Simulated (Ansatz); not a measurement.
# ReAgSeCl2 (element-swapped structure): how the settings move a single-point run

Question: which choices in the input matter for ReAgSeCl2 (element-swapped structure)?

Computed with Ansatz 0.2.0 (reference: DFT PBE, plane waves, PAW, scalar-relativistic, no spin polarisation, unless a step's input says otherwise).

**1. The starting structure**

Symmetry: Cmcm, No. 63, orthorhombic system. Conventional cell: a = 3.780 Å, b = 13.054 Å, c = 8.400 Å, α = 90.00°, β = 90.00°, γ = 90.00°. Cl (site symmetry m) is surrounded by 3 Re at 2.71 to 3.03 Å and 2 Ag at 2.83 Å. Around Re (site symmetry m2m) lie 2 Se at 2.52 Å and 6 Cl at 2.71 to 3.03 Å. Around Ag (site symmetry 2/m) lie 2 Se at 2.35 Å and 4 Cl at 2.83 Å. Se (site symmetry m2m) has 2 Ag at 2.35 Å and 2 Re at 2.52 Å as nearest neighbours.

Structure file:

```
CELL_PARAMETERS angstrom
3.78038 0.00000 0.00000
1.89019 -6.52690 0.00000
0.00000 0.00000 -8.40043
ATOMIC_POSITIONS crystal
Cl 0.34378 0.31244 0.43785
Cl 0.65622 0.68756 0.93785
Cl 0.65622 0.68756 0.56215
Cl 0.34378 0.31244 0.06215
Re 0.29152 0.41696 0.75000
Re 0.70848 0.58304 0.25000
Ag 0.00000 0.00000 0.50000
Ag 0.00000 0.00000 0.00000
Se 0.91903 0.16194 0.75000
Se 0.08097 0.83806 0.25000
```

**2. The reference run**

Contents of input.yaml:

```yaml
crystal:
  lattice:
    - [3.780383, 0.0, 0.0]
    - [1.890192, -6.526897, 0.0]
    - [0.0, 0.0, -8.400429]
  atoms:
    - { symbol: Cl, position: [0.34378, 0.31244, 0.43785] }
    - { symbol: Cl, position: [0.65622, 0.68756, 0.93785] }
    - { symbol: Cl, position: [0.65622, 0.68756, 0.56215] }
    - { symbol: Cl, position: [0.34378, 0.31244, 0.06215] }
    - { symbol: Re, position: [0.29152, 0.41696, 0.75] }
    - { symbol: Re, position: [0.70848, 0.58304, 0.25] }
    - { symbol: Ag, position: [0.0, 0.0, 0.5] }
    - { symbol: Ag, position: [0.0, 0.0, 0.0] }
    - { symbol: Se, position: [0.91903, 0.16194, 0.75] }
    - { symbol: Se, position: [0.08097, 0.83806, 0.25] }
  symmetry: { tolerance: 0.0003 }
kpoints:
  mp_grid: { grid: [5, 5, 2], shift: [0, 0, 0] }
magnetization:
  spin_polarized: false
scf:
  occupations: { method: gaussian, width: 0.1186 }
hamiltonian:
  pseudopotentials: { kind: paw }
  xc: pbe
basis:
  ecutwfc: 420
output:
  forces: true
  stress: true
  eigenvalues: true
  write_density: true
  write_potential: true
  elf: true
  volumetric_format: npy
```

Command:

```sh
> ansatz run input.yaml --threads 1 --pin off --max-ram 2560MiB --backend cpu --events-out ev --progress --plain --runs-dir out
```

**3. Variant: ecutrho_ratio 12**

Edit input.yaml of step 2 so:

```diff
@@ -28,2 +28,3 @@
   ecutwfc: 420
+  ecutrho_ratio: 12
 output:
@@ -32,5 +33 @@
   eigenvalues: true
-  write_density: true
-  write_potential: true
-  elf: true
-  volumetric_format: npy
```

**4. Variant: xc revpbe, accuracy high**

Edit input.yaml of step 2 so:

```diff
@@ -25,3 +25,3 @@
   pseudopotentials: { kind: paw }
-  xc: pbe
+  xc: revpbe
 basis:
@@ -36 +36,2 @@
   volumetric_format: npy
+accuracy: high
```

**5. Changing settings: hubbard.sites [{species: Ag, l: d, u_eff: 6.0}], hubbard.double_counting fll**

Edit input.yaml of step 2 so:

```diff
@@ -26,2 +26,3 @@
   xc: pbe
+  hubbard: { sites: [{ species: Ag, l: d, u_eff: 6.0 }], double_counting: fll }
 basis:
@@ -32,5 +33 @@
   eigenvalues: true
-  write_density: true
-  write_potential: true
-  elf: true
-  volumetric_format: npy
```

**6. A run with other settings**

Edit input.yaml of step 2 so:

```diff
@@ -23,2 +23,3 @@
   occupations: { method: gaussian, width: 0.1186 }
+  max_iter: 50
 hamiltonian:
@@ -26,2 +27,3 @@
   xc: pbe
+  hubbard: { sites: [{ species: Ag, l: d, u_eff: 20.0 }] }
 basis:
@@ -32,5 +34 @@
   eigenvalues: true
-  write_density: true
-  write_potential: true
-  elf: true
-  volumetric_format: npy
```

(Steps that only read results are left out.)

**Question.** What will these runs give? Wanted: for each run, ending; energy change; pressure; gap; force.

As calculated:

| run | ending | energy change | pressure (GPa) | gap (eV) | force (eV/Å) | cycles | time |
| --- | --- | --- | --- | --- | --- | --- | --- |
| reference | converged | 0 | 0.3 | 0.00 | 3.05 | 9 | 15 s |
| 1: ecutrho_ratio 12 | converged | 0.0 meV/atom | 0.3 | 0.00 | 3.05 | 8 | 15 s |
| 2: xc revpbe, accuracy high | converged | not comparable | 2.4 | 0.00 | 3.10 | 12 | 20 s |
| 3: hubbard.sites [{species: Ag, l: d, u_eff: 6.0}], hubbard.double_counting fll | converged | +89.7 meV/atom (U changed: no physical gain or loss) | 1.4 | 0.00 | 3.43 | 17 | 25 s |
| 4: hubbard.sites [{species: Ag, l: d, u_eff: 20.0}] | converged | +196.9 meV/atom (U changed: no physical gain or loss) | 3.1 | 0.00 | 4.01 | 18 | 25 s |

Times don't compare one to one where runs were asked for different outputs or read a saved state (see the inputs); cycles may leave out searches for a lower state.

Residual by cycle in the longest SCF loop of each run; runs are numbered as in the table. The quantity is the density residual dr2, in eV.

| cycle | reference | run 1 | run 2 | run 3 | run 4 |
| --- | --- | --- | --- | --- | --- |
| 1 | 0.0749 | 0.0749 | 0.0793 | 45.2 | 44.2 |
| 3 | 0.00813 | 0.00817 | 0.00705 | 0.905 | 0.843 |
| 4 | 0.00204 | 0.00208 | 0.00187 | 0.385 | 0.406 |
| 6 | 3.3e-5 | 3.3e-5 | 3.8e-5 | 0.0753 | 0.0754 |
| 7 | 2.2e-6 | 2.1e-6 | 2.6e-6 | 0.0353 | 0.0367 |
| 9 | 1.2e-8 | - | 1.1e-8 | 0.00506 | 0.0062 |
| 10 | - | - | 1.1e-9 | 0.00203 | 0.00199 |
| 12 | - | - | 1.2e-11 | 9.1e-5 | 1.0e-4 |
| 13 | - | - | - | 1.7e-5 | 3.2e-5 |
| 15 | - | - | - | 1.1e-6 | 1.3e-6 |
| 16 | - | - | - | 3.7e-7 | 6.3e-7 |
| 18 | - | - | - | - | 3.2e-8 |

What this shows: «ecutrho_ratio 12» leaves the energy as it was. A changed U is a change of model: its shifts are not errors of convergence. The reference has no spin polarisation; with Re present, a magnetic state may lie lower.

The reference has limits of its own: its mesh is coarse for a cell with so small a gap or none; the cell is far from equilibrium (forces up to 3.0 eV/Å), so its values aren't those of the relaxed material; the structure is made up and not relaxed.
